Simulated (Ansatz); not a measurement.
# GeH6OSSi: a ladder of functionals and wavefunction methods

One table from this session's results is given with a row withheld; the runs are named, their logs left out.

Program: Ansatz 0.2.0, Gaussian basis. Level of theory: functionals in def2-TZVPP, the program's frozen cores in correlated methods. These are calculated values, not measurements.

Levels to be run: PBE-D4, r2SCAN-D4, PBE0-D4, B3LYP-D4, ωB97X-V, ωB97M-V, B2PLYP; CCSD(T)/def2-TZVPP; MP2/def2-QZVPP; extrapolation to the limit.

## The relaxed structure

The geometry comes from an earlier relaxation with PBE0-D4 in a triple-zeta def2 set; it is a stationary point, not always the lowest conformer.

SMILES `O[SiH](S)[GeH3]`, 10 atoms, charge 0, spin multiplicity 1.

Atoms are counted from 1 here; the program's logs count them from 0.

Bond lengths: O1–Si2 1.649 Å, O1–H5 0.959 Å, Si2–S3 2.125 Å, Si2–Ge4 2.383 Å, Si2–H6 1.487 Å, S3–H7 1.344 Å, Ge4–H8 1.539 Å, Ge4–H9 1.542 Å, Ge4–H10 1.536 Å. Angles: Si2–O1–H5 117.4°, O1–Si2–S3 109.2°, O1–Si2–Ge4 110.8°, O1–Si2–H6 111.6°, S3–Si2–Ge4 110.7°, S3–Si2–H6 103.2°, Ge4–Si2–H6 111.1°, Si2–S3–H7 94.8°, Si2–Ge4–H8 109.8°, Si2–Ge4–H9 111.3°, Si2–Ge4–H10 110.8°, H8–Ge4–H9 107.7°, H8–Ge4–H10 108.7°, H9–Ge4–H10 108.3°.

As a file:

```
O    -1.2064    1.2898   -1.0386
Si    0.1095    0.9484   -0.1050
S     1.8619    1.0541   -1.3022
Ge   -0.0977   -1.2058    0.8933
H    -2.0654    1.0257   -0.7039
H     0.3370    1.9969    0.9246
H     1.5851   -0.0588   -2.0034
H     0.0852   -2.2973   -0.1765
H    -1.4897   -1.3986    1.5284
H     0.9636   -1.4056    1.9860
```

The first run:

The input, in.yaml:

```yaml
crystal:
  periodic: [false, false, false]
  atoms:
    - {symbol: O, position_ang: [-1.206373, 1.289769, -1.038578]}
    - {symbol: Si, position_ang: [0.109493, 0.948360, -0.104990]}
    - {symbol: S, position_ang: [1.861883, 1.054125, -1.302195]}
    - {symbol: Ge, position_ang: [-0.097689, -1.205785, 0.893306]}
    - {symbol: H, position_ang: [-2.065389, 1.025707, -0.703921]}
    - {symbol: H, position_ang: [0.336974, 1.996897, 0.924555]}
    - {symbol: H, position_ang: [1.585133, -0.058780, -2.003373]}
    - {symbol: H, position_ang: [0.085233, -2.297321, -0.176470]}
    - {symbol: H, position_ang: [-1.489700, -1.398614, 1.528425]}
    - {symbol: H, position_ang: [0.963635, -1.405557, 1.986041]}
basis:
  gaussian: {orbitals: def2-TZVPP}
hamiltonian: {xc: pbe, dispersion: d4}
output: {forces: true, orbitals: {seedname: orbitals}}
```

On the command line:

```
$ ansatz run in.yaml --threads 4 --pin off --events-out ev --progress --plain --max-ram 10444MiB
```

Steps of the session up to this table: PBE-D4 (GGA); r2SCAN-D4 (meta-GGA); PBE0-D4 (hybrid); B3LYP-D4 (hybrid); ωB97X-V (range-separated); ωB97M-V (range-separated); B2PLYP (double hybrid); CCSD(T) in def2-TZVPP; MP2 in def2-QZVPP.

One of the session's tables, all rows but one given; the rest of the session is left out.

```
            method  atomisation energy (kJ/mol)
            PBE-D4                       3060.8
         r2SCAN-D4                       3073.2
           PBE0-D4                       3025.1
          B3LYP-D4                       3041.8
           ωB97X-V                       3088.7
           ωB97M-V                       3064.2
            B2PLYP                       3008.7
     HF/def2-TZVPP                       2192.4
    MP2/def2-TZVPP                       3006.9
   CCSD/def2-TZVPP                       2953.6
CCSD(T)/def2-TZVPP                       2996.2
           MP2/CBS                       3093.5
       CCSD(T)/CBS                            ?
```

Q: Estimate the row for CCSD(T)/CBS from the others.

The run gave: atomisation energy (kJ/mol): 3082.8. In the column «atomisation energy (kJ/mol)» it lies between r2SCAN-D4 (3073.2) and ωB97X-V (3088.7).

Caveats from the session: Free atoms (1 O, 1 Si, 1 S, 1 Ge, 6 H) were run apart at each level; the atomisation energy is their sum less the molecule, without zero-point or spin-orbit terms.
